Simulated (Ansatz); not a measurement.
# two structures of InPd: a comparison of enthalpies under pressure

With the Ansatz DFT code, driven from Python.

At the Python prompt:
```pycon
>>> import ansatz as az
>>> import numpy as np
>>> from tabulate import tabulate
>>> def rocksalt(A, B, a):
...     return (
...         az.Lattice.fcc(a)
...         .space_group(225)
...         .atom(A, (0, 0, 0))
...         .atom(B, (0.5, 0.5, 0.5))
...         .primitive()
...     )
...
>>> def cscl(a_site, b_site, a):
...     return (
...         az.Lattice.cubic(a)
...         .space_group(221)
...         .atom(a_site, (0, 0, 0))
...         .atom(b_site, (0.5, 0.5, 0.5))
...     )
...
>>> def ground_state(name, crystal, pressure=0.0):
...     calc = crystal.calculation()
...     calc = calc.functional("PBEsol")
...     calc = calc.basis(460).kpoints(spacing=0.3)
...     calc = calc.occupations("cold", width=0.1)
...     calc = calc.relax(force_tolerance=0.02, cell=True, pressure=pressure)
...     return calc.run(threads=1)
...
>>> def volume_per_atom(outcome):
...     return abs(np.linalg.det(outcome.lattice.cell_ang)) / len(outcome.lattice.sites)
...
>>> phases = {}
>>> phases["rocksalt"] = rocksalt("In", "Pd", 5.32)
>>> phases["CsCl"] = cscl("In", "Pd", 3.27)
>>> # enthalpy per atom at each pressure
>>> pressures = [0, 5, 10, 20]
>>> enthalpy, volume = {name: [] for name in phases}, {name: [] for name in phases}
>>> for p in pressures:
...     for name, crystal in phases.items():
...         o = ground_state(name, crystal, pressure=p)
...         volume[name].append(volume_per_atom(o))
...         enthalpy[name].append(o.report["energy_sigma0_ev"] / len(o.lattice.sites) + p * volume[name][-1] / 160.21766)
...

>>> gap = np.array(enthalpy["CsCl"]) - np.array(enthalpy["rocksalt"])
>>> rows = [(p, va, vb, 1000 * d) for p, va, vb, d in zip(pressures, volume["rocksalt"], volume["CsCl"], gap)]
>>> print(tabulate(rows, headers=["P (GPa)", "V rocksalt (A^3/atom)", "V CsCl (A^3/atom)", "H(CsCl) - H(rocksalt) (meV/atom)"], floatfmt=".4f", tablefmt="simple"))
  P (GPa)    V rocksalt (A^3/atom)    V CsCl (A^3/atom)    H(CsCl) - H(rocksalt) (meV/atom)
---------  -----------------------  -------------------  ----------------------------------
        0                  19.5313              17.1468                           -278.4446
        5                  18.7053              16.5601                           -348.7349
       10                  18.0685              16.0963                           -413.0783
       20                  17.0785              15.3585                           -527.9392
>>> crossings = [p0 - g0 * (p1 - p0) / (g1 - g0) for p0, p1, g0, g1 in zip(pressures, pressures[1:], gap, gap[1:]) if g0 * g1 < 0]
>>> print("crossing near", [round(float(p), 1) for p in crossings], "GPa") if crossings else print("no crossing in this range")
no crossing in this range
```

What to keep in mind:
- Absolute energies stand on the zero of these potentials, so only differences at equal settings mean something.
- At a fixed pressure a relaxation lowers the enthalpy F + PV, while F alone can rise.
- For the metals among these phases the mesh is modest: differences between phases can be off by up to 40 meV an atom.
- Only these two structures are compared, at zero temperature and with their symmetry kept; either may be hypothetical, and another phase may be lower than both. Differences under about 40 meV an atom lie within the error of mesh and functional.
- The cells are prototypes set up for this calculation and needn't exist.
- Hardware and time: 33 s on 1 thread of Arm Neoverse V2 (shared host), peak memory 0.41 GiB.

(Lines on the test bed's own set-up are left out of the output.)
